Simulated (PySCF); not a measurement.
# InEt2(SiH3): geometry, NMR shifts and electronic excitations

What NMR shifts and electronic excitations should InEt2(SiH3) (`C[CH2][In]([SiH3])[CH2]C`) show?

Computed with PySCF 2.14.0, with density-fitted response routines of our own, on a single molecule in the gas phase. Atoms are numbered from 0 throughout.

**1. Starting geometry**

19 atoms, charge 0, multiplicity 1; geometry from: GFN2-xTB. The atoms were then displaced at random by about 0.03 Å, so the start is not that level's minimum.

Bonds of the start (Å): In0–C1 2.21, In0–C8 2.40, In0–Si15 2.57, C1–C2 1.49, C1–H3 1.15, C1–H4 1.12, C2–H5 1.14, C2–H6 1.09, C2–H7 1.05, C8–C9 1.55, C8–H10 1.06, C8–H11 1.05, C9–H12 1.17, C9–H13 1.07, C9–H14 1.12, Si15–H16 1.50, Si15–H17 1.50, Si15–H18 1.49.

**2. Geometry optimisation at PBE0-D3(BJ)/def2-SVP**

What the job is given:

```
{"job": {"xc": "PBE0", "basis": "def2-SVP", "d3": "d3bj", "grid": 1, "maxiter": 40, "shake": 0.03, "kind": "geom"}, "charge": 0, "multiplicity": 1}
In    -0.108150    -0.326440     0.029970
C      2.101570    -0.184180    -0.012960
C      2.629860    -0.633920     1.309560
H      2.538200     0.862740    -0.229100
H      2.502000    -0.828190    -0.838830
H      3.771600    -0.589680     1.322890
H      2.372960     0.014870     2.145270
H      2.424020    -1.632670     1.548500
C     -1.233650     1.796650     0.081750
C     -1.771780     2.104440    -1.338870
H     -0.545550     2.544250     0.369150
H     -2.037210     1.779230     0.763640
H     -2.354070     3.111490    -1.409830
H     -1.000760     2.155360    -2.077380
H     -2.494220     1.323520    -1.698550
Si    -1.496050    -2.485750     0.043720
H     -0.795620    -3.547210    -0.752370
H     -2.864410    -2.380620    -0.559390
H     -1.701500    -3.090440     1.387440
```

Run with:

```sh
$ OMP_NUM_THREADS=1 python probes_run.py task.json out
```

This one command runs all jobs of the session in turn.

Output:

```text
step   0  E = -639.30568221  max force = 0.052770
step   1  E = -639.32725482  max force = 0.014438
step   2  E = -639.32855068  max force = 0.003369
step   3  E = -639.32882682  max force = 0.002003
step   4  E = -639.32888997  max force = 0.001133
step   5  E = -639.32892715  max force = 0.000674
step   6  E = -639.32895112  max force = 0.000678
step   7  E = -639.32898828  max force = 0.000711
step   8  E = -639.32906702  max force = 0.001194
step   9  E = -639.32923429  max force = 0.002237
step  10  E = -639.32928145  max force = 0.003405
step  11  E = -639.32950580  max force = 0.002335
step  12  E = -639.33002605  max force = 0.002178
step  13  E = -639.33020183  max force = 0.003078
step  14  E = -639.33050899  max force = 0.002569
step  15  E = -639.33091021  max force = 0.001859
step  16  E = -639.33092949  max force = 0.002099
step  17  E = -639.33096687  max force = 0.001079
step  18  E = -639.33099000  max force = 0.000816
step  19  E = -639.33101064  max force = 0.000835
step  20  E = -639.33102916  max force = 0.000703
step  21  E = -639.33104225  max force = 0.000588
step  22  E = -639.33104697  max force = 0.000475
step  23  E = -639.33104440  max force = 0.000434
step  24  E = -639.33104854  max force = 0.000443
optimisation converged
```

It took 18 min on 1 thread of Intel Xeon at 2.50GHz, shared host; peak memory 0.66 GiB.

Step by step:

```csv
step,energy from step 0 (eV),largest force component (eV/Å)
0,0.0000,2.7135
1,-0.5870,0.7424
2,-0.6223,0.1732
3,-0.6298,0.1030
4,-0.6315,0.0583
5,-0.6325,0.0347
6,-0.6332,0.0349
7,-0.6342,0.0366
8,-0.6363,0.0614
9,-0.6409,0.1150
10,-0.6422,0.1751
11,-0.6483,0.1201
12,-0.6624,0.1120
13,-0.6672,0.1583
14,-0.6756,0.1321
15,-0.6865,0.0956
16,-0.6870,0.1079
17,-0.6880,0.0555
18,-0.6887,0.0420
19,-0.6892,0.0429
20,-0.6897,0.0361
21,-0.6901,0.0302
22,-0.6902,0.0244
23,-0.6901,0.0223
24,-0.6903,0.0228
```

Close pairs (by a distance rule), those that changed most:

```csv
bond,before (Å),after (Å),change (Å)
In0–C8,2.404,2.187,-0.217
C9–H12,1.165,1.104,-0.061
C2–H7,1.047,1.102,+0.055
C1–H3,1.155,1.105,-0.050
C8–H11,1.054,1.104,+0.050
C8–H10,1.056,1.104,+0.048
C2–H5,1.143,1.104,-0.039
In0–Si15,2.567,2.604,+0.037
```

The end geometry stands in the next job.

```csv
at the end point,value
point group (found at 0.08 Å tolerance),C1
"rotational constants (GHz, main isotopes)","1.951, 1.185, 0.758"
dipole moment (D),1.55
```

**3. Nuclear shieldings: PBE0/def2-TZVP+pcSseg-1**

What the job is given:

```
{"job": {"kind": "nmr", "xc": "PBE0", "basis": {"default": "pcSseg-1", "In": "def2-TZVP"}}, "charge": 0, "multiplicity": 1}
In     0.068129     0.168471    -0.001685
C      2.075692     0.451529     0.813859
C      2.795603    -0.833684     1.200126
H      1.962036     1.118865     1.686670
H      2.656646     1.032182     0.077060
H      3.789490    -0.639048     1.639599
H      2.226487    -1.418341     1.941161
H      2.952466    -1.495845     0.333237
C     -1.122960     1.813932    -0.810972
C     -2.519484     1.425779    -1.277223
H     -0.535214     2.259021    -1.632608
H     -1.165307     2.588546    -0.025520
H     -3.078487     2.287851    -1.681468
H     -2.493062     0.660204    -2.069503
H     -3.126128     1.007741    -0.457565
Si    -0.961873    -2.221951     0.060212
H      0.070701    -3.309042     0.028627
H     -1.913986    -2.487061    -1.067965
H     -1.743511    -2.415700     1.328568
```

Method: GIAO PBE0/pcSseg-1 In:def2-TZVP NMR shielding, scalar relativity only through core potentials, gas phase.

Output:

```text
coarse grid: 67360 points
cycle   1  E = -638.3282064393  dE = -3.167e+01  |g| = 2.232e+00  |ddm| = 4.524e+01
cycle   2  E = -626.3477823109  dE =  1.198e+01  |g| = 8.127e+00  |ddm| = 2.351e+01
cycle   3  E = -639.4368176231  dE = -1.309e+01  |g| = 5.551e-01  |ddm| = 2.195e+01
cycle   4  E = -639.4894085805  dE = -5.259e-02  |g| = 1.991e-01  |ddm| = 7.780e-01
cycle   5  E = -639.4988125156  dE = -9.404e-03  |g| = 5.008e-02  |ddm| = 2.638e-01
cycle   6  E = -639.4994330388  dE = -6.205e-04  |g| = 1.707e-02  |ddm| = 1.035e-01
cycle   7  E = -639.4995172290  dE = -8.419e-05  |g| = 4.961e-03  |ddm| = 2.724e-02
cycle   8  E = -639.4995230269  dE = -5.798e-06  |g| = 1.259e-03  |ddm| = 7.218e-03
final grid: 140640 points
cycle   9  E = -639.4995951677  dE =  2.166e-07  |g| = 1.655e-03  |ddm| = 3.386e-03
cycle  10  E = -639.4995945752  dE =  5.925e-07  |g| = 2.235e-03  |ddm| = 3.718e-03
cycle  11  E = -639.4995958587  dE = -1.284e-06  |g| = 1.121e-04  |ddm| = 2.213e-03
cycle  12  E = -639.4995958617  dE = -3.027e-09  |g| = 1.465e-05  |ddm| = 1.617e-04
cycle  13  E = -639.4995958618  dE = -5.048e-11  |g| = 5.446e-06  |ddm| = 2.171e-05
converged SCF energy = -639.4995958618

GIAO shielding tensors (ppm)
atom      isotropic    diamagn.    paramagn.     s11        s22        s33       span
  0 In         nan         nan         nan        nan        nan        nan        nan
  1 C      166.616     251.450     -84.834    148.021    173.102    178.725     30.704
  2 C      169.515     244.792     -75.277    157.655    166.420    184.471     26.817
  3 H       30.569      31.612      -1.043     25.011     29.837     36.858     11.847
  4 H       30.294      31.563      -1.269     24.594     29.903     36.386     11.792
  5 H       29.637      26.299       3.338     23.917     27.214     37.781     13.864
  6 H       29.849      29.957      -0.107     25.065     29.213     35.269     10.205
  7 H       29.856      29.888      -0.032     25.442     28.546     35.580     10.139
  8 C      166.408     251.519     -85.110    147.971    173.192    178.063     30.091
  9 C      169.635     244.765     -75.130    157.582    166.353    184.969     27.387
 10 H       30.443      31.577      -1.134     24.798     29.883     36.647     11.849
 11 H       30.393      31.617      -1.223     24.771     29.897     36.512     11.741
 12 H       29.641      26.261       3.380     23.906     27.215     37.802     13.897
 13 H       29.770      29.918      -0.147     25.068     28.909     35.334     10.266
 14 H       29.923      29.858       0.065     25.377     28.880     35.512     10.134
 15 Si     486.812     881.628    -394.816    480.356    488.511    491.568     11.212
 16 H       27.910      29.219      -1.309     23.832     26.501     33.398      9.567
 17 H       27.927      29.189      -1.262     23.915     26.362     33.506      9.591
 18 H       27.992      29.095      -1.103     24.949     25.129     33.899      8.949
```

Wall time 2.3 min (1 thread of Intel Xeon at 2.50GHz, shared host); peak memory 1.1 GiB.

The references, computed at this level on geometries of the same kind, shield at (ppm): ¹H TMS 31.27, ¹³C TMS 184.4, ²⁹Si TMS 352.0. Their shielding less the atom's gives the shift. The references are single molecules in the gas phase. Atoms listed in one row are averaged.

```csv
atoms,environment,σ (ppm),δ (ppm)
"C1, C8","carbon bonded to C, In, 2 H",166.5,17.9
"C2, C9","carbon bonded to C, 3 H",169.6,14.8
"H16, H17, H18",hydrogen on a silicon bonded to In,27.94,3.32
"H5, H6, H7, H12, H13, H14",hydrogen on a carbon bonded to C,29.78,1.49
"H3, H4, H10, H11","hydrogen on a carbon bonded to C, In",30.42,0.84
Si15,"silicon bonded to In, 3 H",486.8,-134.8
```

Atoms past Kr carry core potentials, so their printed shieldings have no meaning and are left out of the table.

Charges from the same density, by scheme (e):

```csv
atoms,Mulliken,ESP fit
In0,0.48,0.54
"C1, C8",-0.58,-0.27
"C2, C9",-0.28,0.07
Si15,0.15,0.09
```

Mayer bond orders: In0–C1 0.89, In0–C8 0.89, In0–Si15 0.86, C1–C2 1.05, C8–C9 1.05.

With diffuse functions Mulliken charges and Mayer bond orders lose their meaning; the other schemes are steadier.

Orbitals, density, ELF and potential are computed afterwards from the orbital file.

Frontier orbitals at PBE0/def2-TZVP+pcSseg-1, with the share of their density that lies nearest to each atom:

```csv
orbital,energy (eV),lies on
HOMO,-6.66,"Si15 29 %; In0 21 %; C1, C8 about 9 % each"
LUMO,-1.56,In0 55 %; H18 7 %
```

ELF in a plane through or near 8 of the atoms.

Values, 10 rows by 14 columns:
```
0.00 0.00 0.00 0.00 0.00 0.00 0.00 0.00 0.00 0.00 0.00 0.00 0.00 0.00
0.00 0.00 0.00 0.00 0.00 0.00 0.00 0.00 0.00 0.00 0.00 0.00 0.00 0.00
0.00 0.00 0.00 0.00 0.03 0.06 0.00 0.00 0.01 0.03 0.01 0.00 0.00 0.00
0.00 0.00 0.34 0.08 0.31 0.70 0.10 0.07 0.34 0.60 0.05 0.28 0.02 0.00
0.00 0.06 1.00 0.99 0.88 0.22 0.29 0.36 0.87 0.37 0.62 1.00 0.81 0.00
0.00 0.00 0.07 0.44 0.66 0.07 0.29 0.61 0.25 0.14 0.66 0.15 0.02 0.00
0.00 0.00 0.00 0.06 0.04 0.06 0.80 0.84 0.35 0.01 0.04 0.01 0.00 0.00
0.00 0.00 0.00 0.00 0.07 0.97 0.37 0.58 0.93 0.48 0.00 0.00 0.00 0.00
0.00 0.00 0.00 0.00 0.05 0.86 0.50 0.28 0.70 0.33 0.00 0.00 0.00 0.00
0.00 0.00 0.00 0.00 0.00 0.00 0.01 0.01 0.01 0.00 0.00 0.00 0.00 0.00
```
The map spans 13.4 Å across and 11.3 Å up, centred on the molecule. Atoms in the plane (x, y in Å): In0 (0.0, 0.2), C1 (-1.9, 1.2), C2 (-3.1, 0.3), H5 (-4.1, 0.9), C8 (1.9, 1.2), C9 (3.1, 0.3), H12 (4.1, 0.9), Si15 (0.0, -2.4).

log10 of the density (e/Å³) in the same plane.

Values, 10 rows by 14 columns:
```
-4.0 -4.0 -4.0 -4.0 -4.0 -4.0 -4.0 -4.0 -4.0 -4.0 -4.0 -4.0 -4.0 -4.0
-4.0 -4.0 -4.0 -4.0 -4.0 -4.0 -4.0 -4.0 -4.0 -4.0 -4.0 -4.0 -4.0 -4.0
-4.0 -4.0 -4.0 -3.4 -2.3 -2.0 -2.7 -3.1 -2.3 -2.1 -2.7 -3.9 -4.0 -4.0
-4.0 -3.3 -2.1 -1.7 -0.9 -0.2 -1.3 -1.5 -0.6 -0.3 -1.4 -1.8 -2.7 -4.0
-4.0 -2.5 -0.7  0.2  0.1  0.5 -0.2  0.2  0.0  0.5  0.0  0.2 -1.7 -3.6
-4.0 -3.1 -1.7 -0.5 -0.2 -1.1  0.0  0.8 -0.8 -0.9  0.0 -1.1 -2.4 -4.0
-4.0 -4.0 -2.9 -2.0 -1.8 -1.6 -0.6 -0.3 -1.2 -1.9 -1.8 -2.4 -3.6 -4.0
-4.0 -4.0 -4.0 -3.6 -2.3 -0.8 -0.2  0.7 -0.6 -1.7 -3.0 -4.0 -4.0 -4.0
-4.0 -4.0 -4.0 -4.0 -2.6 -1.5 -1.1 -1.1 -1.3 -2.1 -3.4 -4.0 -4.0 -4.0
-4.0 -4.0 -4.0 -4.0 -3.8 -3.0 -2.7 -2.7 -2.9 -3.3 -4.0 -4.0 -4.0 -4.0
```
The map spans 13.4 Å across and 11.3 Å up, centred on the molecule. Atoms in the plane (x, y in Å): In0 (0.0, 0.2), C1 (-1.9, 1.2), C2 (-3.1, 0.3), H5 (-4.1, 0.9), C8 (1.9, 1.2), C9 (3.1, 0.3), H12 (4.1, 0.9), Si15 (0.0, -2.4).

On the surface of density 0.002 e/bohr³ the electrostatic potential runs, from the 1st to the 99th percentile, from -0.32 to 2.28 V.

**4. Excited states and response: CAM-B3LYP/def2-SVPD**

Same as in step 3 but for these lines:

```diff
@@ -1,2 +1,2 @@
-{"job": {"kind": "nmr", "xc": "PBE0", "basis": {"default": "pcSseg-1", "In": "def2-TZVP"}}, "charge": 0, "multiplicity": 1}
+{"job": {"kind": "uv", "xc": "CAM-B3LYP", "basis": "def2-SVPD", "ip": false, "nstates": 10}, "charge": 0, "multiplicity": 1}
 In     0.068129     0.168471    -0.001685
```

Method: TDDFT CAM-B3LYP/def2-SVPD, vertical, gas phase, core orbitals frozen in the response.

Output:

```text
coarse grid: 67360 points
cycle   1  E = -638.2818658073  dE = -2.051e+01  |g| = 2.186e+00  |ddm| = 1.609e+01
cycle   2  E = -633.4741046035  dE =  4.808e+00  |g| = 5.195e+00  |ddm| = 1.189e+02
cycle   3  E = -639.5144908282  dE = -6.040e+00  |g| = 1.460e-01  |ddm| = 1.188e+02
cycle   4  E = -639.5228182098  dE = -8.327e-03  |g| = 6.358e-02  |ddm| = 6.462e-01
cycle   5  E = -639.5238919231  dE = -1.074e-03  |g| = 2.073e-02  |ddm| = 1.656e-01
cycle   6  E = -639.5240103355  dE = -1.184e-04  |g| = 8.162e-03  |ddm| = 4.155e-02
cycle   7  E = -639.5240307679  dE = -2.043e-05  |g| = 1.643e-03  |ddm| = 2.126e-02
cycle   8  E = -639.5240317762  dE = -1.008e-06  |g| = 5.532e-04  |ddm| = 4.190e-03
final grid: 140640 points
cycle   9  E = -639.5240539407  dE = -7.157e-08  |g| = 5.072e-04  |ddm| = 4.956e-03
cycle  10  E = -639.5240539487  dE = -7.953e-09  |g| = 4.829e-04  |ddm| = 1.559e-03
cycle  11  E = -639.5240540076  dE = -5.889e-08  |g| = 2.595e-05  |ddm| = 6.715e-04
cycle  12  E = -639.5240540078  dE = -2.169e-10  |g| = 1.007e-05  |ddm| = 5.861e-05
converged SCF energy = -639.5240540078

Static polarisability (au): isotropic 122.723, principal 91.093 135.548 141.527

Singlet excitations
state   eV       nm        f      main configurations
  1   3.8961    318.2   0.00416   H->L 0.99
  2   4.0314    307.5   0.00000   H-1->L 0.98
  3   5.6367    220.0   0.18753   H->L+1 0.94
  4   5.7283    216.4   0.11037   H-1->L+1 0.93
  5   6.2759    197.6   0.04057   H->L+2 0.79
  6   6.5979    187.9   0.00014   H-1->L+2 0.80
  7   6.7064    184.9   0.03496   H->L+3 0.78, H->L+4 0.11
  8   6.7611    183.4   0.00719   H-1->L+3 0.84
  9   7.0144    176.8   0.26921   H->L+6 0.48, H->L+4 0.28
 10   7.0651    175.5   0.10865   H->L+4 0.32, H->L+6 0.26, H-3->L 0.09

Triplet excitations (Tamm-Dancoff, eV): 3.4360 3.8056 4.9467 5.0278
```

Wall time 3.3 min (1 thread of Intel Xeon at 2.50GHz, shared host); peak memory 1.3 GiB.

Frontier orbitals and where they lie:

```csv
orbital,eV,atoms
HOMO−3,-10.82,"Si15 43 %, H18 33 %, H17 12 %"
HOMO−2,-10.79,"Si15 43 %, H16 27 %, H17 22 %"
HOMO−1,-8.01,"C8 24 %, C1 23 %, In0 18 %"
HOMO,-7.86,"Si15 31 %, In0 23 %, C1 11 %"
LUMO,-0.70,"In0 58 %, Si15 16 %, C1 7 %"
LUMO+1,0.24,"In0 58 %, Si15 7 %"
LUMO+2,1.31,"In0 20 %, Si15 18 %, C9 9 %"
```

With each of the 10 states as a Gaussian band of 0.4 eV half-width at 1/e, the curve within the window shown has maxima at 318 nm (ε 170), 218 nm (ε 12,000), 177 nm (ε 16,000) L/(mol cm). Beyond the last state computed it falls off for lack of states. The curve at chosen wavelengths:

```csv
nm,ε (L/mol/cm)
168,7685
176,16215
185,9744
193,4286
201,4690
209,8880
218,12090
226,9534
234,4949
243,1579
251,430
259,96
267,23
276,21
284,44
292,80
300,120
309,156
317,168
325,161
334,135
342,105
350,76
358,51
367,31
375,19
```

Leading natural transition orbitals of singlet state 9: the hole lies on Si15 31 %; In0 22 %; C1, C8 about 8 % each; the particle on H16, H17 about 18 % each; In0 14 %; H18 12 %.

Leading natural transition orbitals of singlet state 1: the hole lies on Si15 30 %; In0 22 %; C1, C8 about 10 % each; the particle on In0 59 %.

Further results of this job:

```csv
property,computed
dipole moment (D),1.41
polarisability (Å³),18.19
HOMO–LUMO gap (eV),7.16
−ε(HOMO) (eV),7.86
```

**5. NMR shieldings: KT2/def2-TZVP+pcSseg-1**

Same as in step 4 but for these lines:

```diff
@@ -1,2 +1,2 @@
-{"job": {"kind": "uv", "xc": "CAM-B3LYP", "basis": "def2-SVPD", "ip": false, "nstates": 10}, "charge": 0, "multiplicity": 1}
+{"job": {"kind": "nmr", "xc": "KT2", "basis": {"default": "pcSseg-1", "In": "def2-TZVP"}, "pop": false}, "charge": 0, "multiplicity": 1}
 In     0.068129     0.168471    -0.001685
```

With the program's defaults for keys left out, this is: GIAO KT2/pcSseg-1 In:def2-TZVP NMR shielding, scalar relativity only through core potentials, gas phase.

Output:

```text
coarse grid: 67360 points
cycle   1  E = -644.6239780492  dE = -3.106e+01  |g| = 2.560e+00  |ddm| = 4.392e+01
cycle   2  E = -600.4298174041  dE =  4.419e+01  |g| = 8.006e+00  |ddm| = 4.054e+01
cycle   3  E = -645.8926268844  dE = -4.546e+01  |g| = 1.180e+00  |ddm| = 3.979e+01
cycle   4  E = -646.0387273975  dE = -1.461e-01  |g| = 9.662e-01  |ddm| = 3.045e+00
cycle   5  E = -646.2810525753  dE = -2.423e-01  |g| = 1.667e-01  |ddm| = 1.021e+00
cycle   6  E = -646.2844036730  dE = -3.351e-03  |g| = 1.079e-01  |ddm| = 4.064e-01
cycle   7  E = -646.2884273197  dE = -4.024e-03  |g| = 3.862e-02  |ddm| = 1.990e-01
cycle   8  E = -646.2888170277  dE = -3.897e-04  |g| = 9.554e-03  |ddm| = 6.317e-02
cycle   9  E = -646.2888394910  dE = -2.246e-05  |g| = 3.376e-03  |ddm| = 1.741e-02
cycle  10  E = -646.2888421076  dE = -2.617e-06  |g| = 1.139e-03  |ddm| = 5.642e-03
final grid: 140640 points
cycle  11  E = -646.2889278438  dE =  1.060e-06  |g| = 2.298e-03  |ddm| = 4.658e-03
cycle  12  E = -646.2889217990  dE =  6.045e-06  |g| = 5.120e-03  |ddm| = 8.794e-03
cycle  13  E = -646.2889293405  dE = -7.542e-06  |g| = 2.055e-04  |ddm| = 6.130e-03
cycle  14  E = -646.2889293505  dE = -9.929e-09  |g| = 2.985e-05  |ddm| = 3.003e-04
cycle  15  E = -646.2889293507  dE = -2.412e-10  |g| = 8.263e-06  |ddm| = 4.613e-05
converged SCF energy = -646.2889293507

GIAO shielding tensors (ppm)
atom      isotropic    diamagn.    paramagn.     s11        s22        s33       span
  0 In         nan         nan         nan        nan        nan        nan        nan
  1 C      159.413     253.328     -93.914    138.795    164.693    174.753     35.958
  2 C      167.171     245.895     -78.724    153.835    163.898    183.781     29.946
  3 H       30.225      31.704      -1.479     24.942     29.760     35.974     11.032
  4 H       29.923      31.623      -1.699     24.521     29.797     35.451     10.930
  5 H       29.476      25.924       3.552     23.899     27.234     37.294     13.395
  6 H       29.675      30.412      -0.737     25.156     29.104     34.764      9.608
  7 H       29.682      30.302      -0.621     25.526     28.440     35.080      9.554
  8 C      159.163     253.393     -94.230    138.792    164.285    174.413     35.621
  9 C      167.270     245.874     -78.604    153.736    163.799    184.274     30.539
 10 H       30.086      31.657      -1.571     24.724     29.796     35.738     11.013
 11 H       30.032      31.689      -1.657     24.699     29.801     35.596     10.897
 12 H       29.481      25.883       3.597     23.888     27.237     37.318     13.430
 13 H       29.597      30.365      -0.769     25.159     28.810     34.821      9.661
 14 H       29.749      30.283      -0.534     25.468     28.771     35.007      9.539
 15 Si     498.046     885.413    -387.368    493.229    494.364    506.545     13.316
 16 H       27.787      29.748      -1.961     23.857     26.455     33.051      9.194
 17 H       27.809      29.714      -1.906     23.941     26.313     33.172      9.231
 18 H       27.911      29.637      -1.726     24.956     25.096     33.680      8.723
```

It took 2.4 min on 1 thread of Intel Xeon at 2.50GHz, shared host; peak memory 1.1 GiB.

Key values: δ C1 23.9, C2 16.0, Si15 -137.0, H16 3.34, H5 1.57 ppm (means over like atoms).

**6. Comparing the runs: NMR shifts**

Shifts (ppm), means over like atoms, with basis size and wall time:

```csv
run,C1,C2,H16,H5,H3,Si15,functions,time
PBE0/def2-TZVP+pcSseg-1,17.9,14.8,3.32,1.49,0.84,-134.8,207,2.3 min
KT2/def2-TZVP+pcSseg-1,23.9,16.0,3.34,1.57,1.11,-137.0,207,2.4 min
```

**7. Results**

| quantity | value |
| --- | --- |
| point group | C1 |
| rotational constants (main isotopes) | 1.95, 1.19, 0.76 GHz |
| ¹³C shifts against TMS (PBE0/def2-TZVP+pcSseg-1, means over atoms taken as alike) | 17.9, 14.8 ppm |
| ¹H shifts against TMS (PBE0/def2-TZVP+pcSseg-1, means over atoms taken as alike) | 3.32, 1.49, 0.84 ppm |
| ²⁹Si shifts against TMS (PBE0/def2-TZVP+pcSseg-1) | -134.8 ppm |
| surface potential, 1st and 99th percentile | -0.32 V and 2.28 V |
| lowest singlet (CAM-B3LYP/def2-SVPD) | 3.90 eV (318 nm), f = 0.004 |
| brightest single state of those computed | state 9, 7.01 eV, f = 0.269 |
| lowest triplet | 3.44 eV |
| range of the shift of C1 | 17.9 to 23.9 ppm |

What this shows: The start was shaken at random, so part of the energy gained undoes that. The optimisation took 24 steps and gained 0.690 eV; among the close pairs (by a distance rule), In0–C8 changed most, from 2.404 to 2.187 Å. At PBE0/def2-TZVP+pcSseg-1: Shielding is most anisotropic at C1, C8 (span 30 ppm, paramagnetic term -85 ppm). At PBE0/def2-TZVP+pcSseg-1, counted by nearest atom on the grid, the HOMO lies on Si15 29 %; In0 21 %, the LUMO on In0 55 %; H18 7 %. The first singlet state (HOMO→LUMO 0.99) lies at 3.90 eV and is weak; of the 10 states computed, the strongest absorption comes from state 9 at 7.01 eV (the last state computed is bright too, and its partners may lie past the list). The lowest triplet lies 0.46 eV below the lowest singlet (triplets in Tamm-Dancoff, singlets in full TDDFT). Spin-orbit coupling, left out, mixes singlets and triplets in elements this heavy. Across the 2 runs the shift of C1 (with its like atoms) moves most, between 17.9 (PBE0/def2-TZVP+pcSseg-1) and 23.9 ppm (KT2/def2-TZVP+pcSseg-1). Spin-orbit coupling is left out, which matters for shieldings and couplings at and beside the heavy atoms.
